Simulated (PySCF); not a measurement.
# [Au(H2O)2]+: other functionals and bases at one geometry

One table from this session's results is given with a row withheld; the runs are named, their logs left out.

The runs use PySCF 2.14.0; several levels, as the steps say, no spin–orbit coupling.

1 further run of the same task is left out (for a known fault of the program).

## Starting geometry

7 atoms, charge 1, spin multiplicity 1.

Bond lengths: Au1–O2 2.084 Å, Au1–O5 2.084 Å, O2–H3 0.972 Å, O2–H4 0.972 Å, O5–H6 0.972 Å, O5–H7 0.972 Å. Angles: O2–Au1–O5 177.9°, Au1–O2–H3 119.2°, Au1–O2–H4 119.3°, H3–O2–H4 108.2°, Au1–O5–H6 119.5°, Au1–O5–H7 119.3°, H6–O5–H7 108.3°.

As a file:

```xyz
7

Au    0.03079    0.02778    0.00211
O    -0.04005    0.03282    2.08528
H     0.72086    0.37518    2.58457
H    -0.38407   -0.74764    2.55206
O     0.10238    0.10059   -2.07964
H     0.45376   -0.65918   -2.57412
H    -0.65654    0.45947   -2.57027
```

Formal oxidation states: Au +1. An earlier session relaxed this geometry at B3LYP, Au def2-SVP with ECP60, O def2-SVP, H def2-SVP (singlet, point group C1).

At B3LYP on the finer grid: E = -288.283184 Eh, HOMO -12.84 eV, LUMO -6.78 eV, Mulliken charge on Au1 +0.40 e, largest force component 0.010 eV/Å. 

Levels to run: wB97X; BP86; TPSS; BLYP; B3LYP, TZVP; B3LYP, x2c-SVP. Hardware: 2 threads of Intel Xeon at 2.50GHz (Skylake/Cascade Lake), shared host.

The first run:

run.py (the lines that set the calculation)

```python
mol = gto.M(atom='''
Au     0.03079     0.02778     0.00211
O     -0.04005     0.03282     2.08528
H      0.72086     0.37518     2.58457
H     -0.38407    -0.74764     2.55206
O      0.10238     0.10059    -2.07964
H      0.45376    -0.65918    -2.57412
H     -0.65654     0.45947    -2.57027''',
    basis={'Au': 'def2-SVP', 'O': 'def2-SVP', 'H': 'def2-SVP'},
    ecp={'Au': 'def2-SVP'},
    charge=1, spin=0)
mf = dft.RKS(mol, xc='WB97X')
mf.grids.atom_grid = (75, 302)
mf = mf.density_fit()  # fitting sets: Au def2-universal-JKFIT, O def2-universal-JKFIT, H def2-universal-JKFIT
mf.conv_tol = 1e-08; mf.max_cycle = 55
mf.kernel(dm0)  # dm0: the density of the relaxed state
```

On the command line:

```sh
$ OMP_NUM_THREADS=2 python run.py
```

Steps of the session up to this table: wB97X; BP86; TPSS; BLYP; B3LYP, TZVP; B3LYP, x2c-SVP.

One table of the session follows, with a row left open; its other results are not shown here.

```
               level  HOMO (eV)  gap (eV)  charge on Au1 (e)  dipole (D)  largest force component (eV/Å)
B3LYP (relaxed here)     -12.84      6.06               0.40        1.43                            0.01
               wB97X          ?         ?                  ?           ?                               ?
                BP86     -11.88      4.20               0.34        1.39                            0.51
                TPSS     -11.69      4.30               0.36        1.39                            0.43
                BLYP     -11.62      4.09               0.33        1.38                            0.39
         B3LYP, TZVP     -12.87      5.93               0.53        1.43                            0.25
      B3LYP, x2c-SVP     -12.99      6.06               0.32        1.41                            0.03
```

**Question.** Estimate the row for wB97X.

**Answer.** HOMO (eV): -15.44; gap (eV): 11.36; charge on Au1 (e): 0.44; dipole (D): 1.45; largest force component (eV/Å): 0.20. In the column «HOMO (eV)» it is the lowest.

The dipole of a charged species depends on the origin, so these sizes hold for this origin alone.

In one basis the HOMO–LUMO gap runs from 4.09 eV (BLYP) to 11.36 eV (wB97X). The largest leftover force, 0.51 eV/Å with BP86, stands at a geometry relaxed at another level. Total energies of different levels can't be compared.
